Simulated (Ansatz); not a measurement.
**TiCl (octet): the correlation ladder, def2-SVP**

One table from this session's results is given with a row withheld; the runs are named, their logs left out.

The runs use Ansatz 0.2.0, Gaussian basis; def2-SVP, core rule «outside noble gas», up to 14 orbitals frozen.

The runs, in order: UHF; CCSD(T) on ROHF; CCSD(T) on UHF; CISD as a restricted active space (open shells left free, so some higher excitations enter); CCSDT(Q) on ROHF; CCSDT(Q) on UHF.

36 further runs of the same task are left out: 11 for a known fault of the program, 12 that didn't finish, 13 set aside as unsound or not needed. Runs told in other sessions of the task aren't counted.

**The geometry**

The geometry is a PBE0/def2-TZVP stationary point (not a proven minimum) of the parent state, kept for this charge and spin.

2 atoms, charge 0, spin multiplicity 8.

Atoms are counted from 1 here; the program's logs count them from 0.

No contacts short enough for the rule that draws bonds.

The first run:

in.yaml reads:

```yaml
crystal:
  periodic: [false, false, false]
  atoms:
    - {symbol: Ti, position_ang: [0.000000, 0.000000, 0.000000]}
    - {symbol: Cl, position_ang: [0.000000, 0.000000, 3.280600]}
basis:
  gaussian: {orbitals: def2-SVP}
magnetization: {spin_polarized: true, initial_magnetization: 7}
hamiltonian: {xc: hf}
output: {orbitals: {seedname: orbitals}}
```

The run is started by

```sh
> ansatz run in.yaml --threads 1 --pin off --events-out ev --progress --plain --max-ram 2393MiB
```

Among the steps run: UHF; CCSD(T) on ROHF; CCSD(T) on UHF; CISD as a restricted active space (open shells left free, so some higher excitations enter); CCSDT(Q) on ROHF; CCSDT(Q) on UHF.

One table of the session follows, with a row left open; its other results are not shown here.

```
   method  from RCCSDT(Q) (kJ/mol)
     ROHF                   +392.4
      UHF                   +373.6
     RMP2                    +77.8
     UMP2                    +73.5
     CISD                    +25.3
    RCCSD                     +7.2
    UCCSD                     +0.8
 RCCSD(T)                     +2.8
 UCCSD(T)                     -3.4
   RCCSDT                     +0.4
   UCCSDT                        ?
RCCSDT(Q)                        0
UCCSDT(Q)                     -6.0
```

**Question.** Estimate the row for UCCSDT.

As computed: from RCCSDT(Q) (kJ/mol): -5.6. In the column «from RCCSDT(Q) (kJ/mol)» it lies between UCCSDT(Q) (-6.0) and UCCSD(T) (-3.4).

Limits of these values: Restricted and unrestricted rows rest on different reference determinants; a gap between their highest levels can come from leftover correlation error, from unlike frozen cores or from another state.
